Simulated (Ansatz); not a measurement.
SBr3 in Ansatz: the effect of exact exchange

SBr3:

```
Br S
1.0
    -1.94152    1.94152    8.12064
     1.94152   -1.94152    8.12064
     1.94152    1.94152   -8.12064
Br S
3 1
Direct
  0.50000 0.50000 0.00000
  0.25000 0.75000 0.50000
  0.75000 0.25000 0.50000
  0.00000 0.00000 0.00000
```

The cell comes from a database or a generator and needn't be the stable form of this composition.

Alike in all runs:

- Program: Ansatz 0.2.0
- Task: single point
- Functional: HSE06 form with a typed share of exact exchange
- Potentials or basis: Ansatz PAW
- Cutoff: 420 eV (not typed: the program's choice for these potentials)
- k mesh: 5 × 5 × 5
- Occupations: fermi-dirac, width 0.05 eV
- Spin: no spin polarisation

```tsv
exact exchange	pressure (GPa)
0.05	-0.1
0.1	-0.5
0.15	-0.9
0.2	-1.2
0.25	-1.6
0.3	-1.9
0.4	-2.6
0.5	?
```

Question: What does the run with exact exchange 0.5 give?

Answer: Pressure -3.2 GPa.

Worked out: A straight line through the other rows of the pressure, of slope -7.08 GPa per unit of exact exchange, extrapolates to -3.3 GPa, against the run's -3.2.

Caveats: all runs use coarse meshes; an odd number of electrons without spin polarisation forces a metal; a magnetic or distorted state may lie lower; the PAW data sets come from PBE, with cores solved anew for the run's functional, which leaves a small shift of forces and pressure; the thresholds are loose for stress.
